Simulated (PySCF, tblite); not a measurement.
# C3H6F4SeSi2: geometry, infrared bands and NMR shifts

Aim: predict the infrared bands and NMR shifts of C3H6F4SeSi2 (`F/C=C(\[SiH2][Se][SiH3])C(F)(F)F`).

Computed with tblite 0.8.0 and PySCF 2.14.0, with density-fitted response routines of our own, on a single molecule in the gas phase. Atoms count from 0, in the outputs and in this text.

## (1) Starting geometry

16 atoms, charge 0, multiplicity 1; geometry from: force field or distance geometry start.

Bonds of the start (Å): F0–C1 1.36, C1–C2 1.34, C2–Si3 1.87, Si3–Se4 2.29, Se4–Si5 2.28, C2–C6 1.51, C6–F7 1.39, C6–F8 1.38, C6–F9 1.39, C1–H10 1.09, Si3–H11 1.47, Si3–H12 1.46, Si5–H13 1.48, Si5–H14 1.46, Si5–H15 1.47.

## (2) Optimising the geometry with GFN2-xTB

Job settings and geometry (Å):

```
{"job": {"kind": "relax", "xc": "GFN2-xTB", "basis": "xTB"}, "charge": 0, "multiplicity": 1}
F     -1.056000     2.089900     1.589800
C     -1.529200     0.908800     1.104700
C     -1.037700     0.368800    -0.018600
Si     0.275800     1.282900    -0.984600
Se     2.159500     1.463900     0.306000
Si     2.446300    -0.798000     0.283800
C     -1.592700    -0.944800    -0.516300
F     -1.395500    -1.913200     0.459300
F     -0.960500    -1.361100    -1.673900
F     -2.952000    -0.823800    -0.759100
H     -2.299000     0.387700     1.677400
H      0.608900     0.570800    -2.222100
H     -0.218000     2.620800    -1.306000
H      3.725700    -1.130600     0.945400
H      2.475100    -1.276200    -1.098700
H      1.341600    -1.436900     1.023400
```

Run with:

```sh
> OMP_NUM_THREADS=1 python probes_run.py task.json out
```

One launch serves the whole session: the jobs run in the order shown.

**Question.** This job is followed by: GFN2-xTB harmonic vibrations, gas phase; GIAO PBE0/pcSseg-1 NMR shielding, non-relativistic, gas phase. Predict these results of the whole session: strongest single infrared mode (GFN2-xTB); zero-point energy (GFN2-xTB); 13C shifts against TMS (PBE0/pcSseg-1); 1H shifts against TMS (PBE0/pcSseg-1, means over atoms taken as alike); 19F shifts against CFCl3 (PBE0/pcSseg-1, means over atoms taken as alike); 29Si shifts against TMS (PBE0/pcSseg-1); 77Se shifts against Me2Se (PBE0/pcSseg-1).

**Answer**, as computed:

```
                                                                 quantity                    value
                                strongest single infrared mode (GFN2-xTB)     691 cm⁻¹, 505 km/mol
                                             zero-point energy (GFN2-xTB)            49.9 kcal/mol
                                   13C shifts against TMS (PBE0/pcSseg-1)  172.2, 134.1, 116.9 ppm
   1H shifts against TMS (PBE0/pcSseg-1, means over atoms taken as alike)     7.84, 5.32, 4.72 ppm
19F shifts against CFCl3 (PBE0/pcSseg-1, means over atoms taken as alike)         -74.1, -89.2 ppm
                                  29Si shifts against TMS (PBE0/pcSseg-1)         -44.0, -57.9 ppm
                                77Se shifts against Me2Se (PBE0/pcSseg-1)                 -624 ppm
```

In words: Over 151 steps the energy fell by 0.420 eV; of the close pairs, C6–F7 changed most, 1.389 to 1.343 Å. All 42 modes are real, so the xTB geometry is a minimum. The strongest single mode, at 691 cm⁻¹, moves mainly H12 and H11. Unscaled tight-binding wavenumbers are off by several per cent, some by more. Its intensities can rank the bands wrongly. The most deshielded hydrogen is H10 (hydrogen on an alkene CH), at 7.84 ppm: olefinic region. At PBE0/pcSseg-1: Shielding is most anisotropic at Se4 (span 317 ppm, paramagnetic term -622 ppm). Spin-orbit coupling is left out, which matters for shieldings and couplings at and beside the heavy atoms.
